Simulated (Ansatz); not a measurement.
**C₂H₆F₂Ti: a ladder of functionals and wavefunction methods**

One table from this session's results is given with a row withheld; the runs are named, their logs left out.

Computed with Ansatz 0.2.0, Gaussian basis. Level: functionals in def2-TZVPP, the program's frozen cores in correlated methods.

The runs, in order: LDA (SPW92), PBE-D4, revPBE-D4, BLYP-D4, r2SCAN-D4, B97M-V, PBE0-D4, B3LYP-D4, r2SCANh-D4, r2SCAN0-D4, HSE06-D4, BHLYP-D4, CAM-B3LYP-D4, LC-ωPBE, ωB97X-V, ωB97M-V, B2PLYP, PBE-QIDH; CCSD(T)/def2-SVP; CCSD(T)/def2-TZVPP; MP2/def2-QZVPP; extrapolation to the limit; RPA on PBE.

## The geometry

The geometry comes from an earlier relaxation with PBE0-D4 in a triple-zeta def2 set; it is a stationary point, not always the lowest conformer.

SMILES `[CH3][Ti]([CH3])([F])[F]`, 11 atoms, charge 0, spin multiplicity 1.

Atoms are counted from 1 here; the program's logs count them from 0.

Bond lengths: C1–Ti2 2.047 Å, C1–H6 1.094 Å, C1–H7 1.094 Å, C1–H8 1.095 Å, Ti2–C3 2.048 Å, Ti2–F4 1.757 Å, Ti2–F5 1.757 Å, C3–H9 1.095 Å, C3–H10 1.094 Å, C3–H11 1.094 Å. Angles: Ti2–C1–H6 109.6°, Ti2–C1–H7 109.6°, Ti2–C1–H8 109.8°, H6–C1–H7 109.5°, H6–C1–H8 109.1°, H7–C1–H8 109.1°, C1–Ti2–C3 105.3°, C1–Ti2–F4 108.6°, C1–Ti2–F5 108.6°, C3–Ti2–F4 108.6°, C3–Ti2–F5 108.6°, F4–Ti2–F5 116.5°, Ti2–C3–H9 109.8°, Ti2–C3–H10 109.6°, Ti2–C3–H11 109.6°, H9–C3–H10 109.1°, H9–C3–H11 109.1°, H10–C3–H11 109.5°.

Coordinates:

```xyz
11

C    -1.5788    0.4428    0.2945
Ti    0.1110    0.1728   -0.8296
C     1.4963   -0.6129    0.4573
F    -0.2301   -1.0139   -2.0791
F     0.6790    1.7430   -1.3753
H    -1.9043   -0.5184    0.7045
H    -1.3683    1.1378    1.1134
H    -2.3778    0.8554   -0.3298
H     2.4340   -0.7995   -0.0756
H     1.1227   -1.5566    0.8669
H     1.6816    0.0925    1.2733
```

Set-up of the first run:

Contents of in.yaml:

```yaml
crystal:
  periodic: [false, false, false]
  atoms:
    - {symbol: C, position_ang: [-1.578840, 0.442831, 0.294512]}
    - {symbol: Ti, position_ang: [0.111044, 0.172791, -0.829590]}
    - {symbol: C, position_ang: [1.496255, -0.612886, 0.457342]}
    - {symbol: F, position_ang: [-0.230126, -1.013881, -2.079060]}
    - {symbol: F, position_ang: [0.678999, 1.742968, -1.375308]}
    - {symbol: H, position_ang: [-1.904292, -0.518351, 0.704515]}
    - {symbol: H, position_ang: [-1.368283, 1.137778, 1.113395]}
    - {symbol: H, position_ang: [-2.377752, 0.855412, -0.329829]}
    - {symbol: H, position_ang: [2.434011, -0.799510, -0.075646]}
    - {symbol: H, position_ang: [1.122690, -1.556601, 0.866929]}
    - {symbol: H, position_ang: [1.681595, 0.092549, 1.273340]}
basis:
  gaussian: {orbitals: def2-TZVPP}
hamiltonian: {xc: lda}
output: {orbitals: {seedname: orbitals}}
```

On the command line:

```bash
ansatz run in.yaml --threads 4 --pin off --events-out ev --progress --plain --max-ram 10444MiB
```

Among the steps run: LDA; PBE-D4 (GGA); revPBE-D4 (GGA); BLYP-D4 (GGA); r2SCAN-D4 (meta-GGA); B97M-V (meta-GGA); B3LYP-D4 (hybrid); r2SCANh-D4 (hybrid); r2SCAN0-D4 (hybrid); HSE06-D4 (hybrid); BHLYP-D4 (hybrid); CAM-B3LYP-D4 (range-separated); LC-ωPBE (range-separated); ωB97X-V (range-separated); ωB97M-V (range-separated); B2PLYP (double hybrid); PBE-QIDH (double hybrid).

One of the session's tables, all rows but one given; the rest of the session is left out.

It belongs to the step «Orbital energies across the functionals». 

```
  functional  HOMO (eV)  LUMO (eV)  gap (eV)
 LDA (SPW92)      -7.01      -3.66      3.36
      PBE-D4      -6.87      -3.36      3.52
   revPBE-D4      -6.82      -3.25      3.57
     BLYP-D4      -6.78      -3.26      3.52
   r2SCAN-D4      -7.21      -3.17      4.04
      B97M-V      -7.32      -3.08      4.24
     PBE0-D4      -8.37      -2.16      6.21
    B3LYP-D4      -8.14      -2.48      5.66
  r2SCANh-D4      -7.77      -2.72      5.05
  r2SCAN0-D4      -8.59      -2.04      6.56
    HSE06-D4      -7.96      -2.55      5.42
    BHLYP-D4      -9.72      -0.82      8.90
CAM-B3LYP-D4      -9.85      -0.99      8.86
     LC-ωPBE          ?          ?         ?
     ωB97X-V     -10.85       0.20     11.05
     ωB97M-V     -10.74       0.18     10.92
```

**Question.** Estimate the row for LC-ωPBE.

As computed: HOMO (eV): -11.21; LUMO (eV): 0.22; gap (eV): 11.43. In the column «HOMO (eV)» it is the lowest.
